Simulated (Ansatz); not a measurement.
GaH6N, SMILES [NH3+][GaH3-], a rigid torsion scan

With Ansatz's Python interface.

Notebook, run cell by cell (the value of a cell's last expression is shown):

```python
import ansatz as az
from ase import Atoms

atoms = Atoms(["N", "Ga", "H", "H", "H", "H", "H", "H"], positions=[
    (-0.2833, -0.1914, -0.9518),
    (0.27, 0.1127, 0.8291),
    (-0.367, 0.7664, -1.4877),
    (-1.2262, -0.5263, -0.9612),
    (0.3042, -0.8201, -1.4759),
    (-0.7109, 1.16, 1.5806),
    (1.7937, 0.7198, 0.8118),
    (0.3118, -1.2782, 1.5994),
])
```

```python
# start the scan from a relaxed geometry
first = (
    az.Crystal.molecule_from_ase(atoms).calculation()
    .basis(gaussian="def2-SVP")
    .functional("cam_b3lyp")
    .relax(force_tolerance=0.02, max_steps=80)
)
atoms.positions = first.run(threads=1).report["positions_ang"]

start = atoms.get_dihedral(2, 0, 1, 5)
energies = {}
for turn in range(0, 121, 20):
    turned = atoms.copy()
    turned.set_dihedral(2, 0, 1, 5, start + turn, indices=[1, 5, 6, 7])
    base = (
        az.Crystal.molecule_from_ase(turned).calculation()
        .basis(gaussian="def2-SVP")
        .functional("cam_b3lyp")
    )
    energies[round((start + turn) % 360)] = base.run(threads=1).report["free_energy_ev"]
floor = min(energies.values())
print("dihedral H2-N0-Ga1-H5 (deg)   E - E(min) (kcal/mol)")
for angle, e in sorted(energies.items()):
    print(f"{angle:8d} {23.060548 * (e - floor):14.3f}  " + "#" * int(30 * (e - floor) / max(max(energies.values()) - floor, 1e-9)))
```

    dihedral H2-N0-Ga1-H5 (deg)   E - E(min) (kcal/mol)
          59          0.000
          79          0.135  #######
          99          0.416  ######################
         119          0.563  ##############################
         139          0.431  ######################
         159          0.149  #######
         179          0.000

The scan is rigid and the energies are electronic, in a modest basis. With rigid groups the curve can differ much from the relaxed path, the start wasn't checked as a minimum of this torsion, and equivalent turns needn't return to the same energy. It ran for 95 s on 1 thread of AMD EPYC 7571 (shared host), peak memory 0.26 GiB.
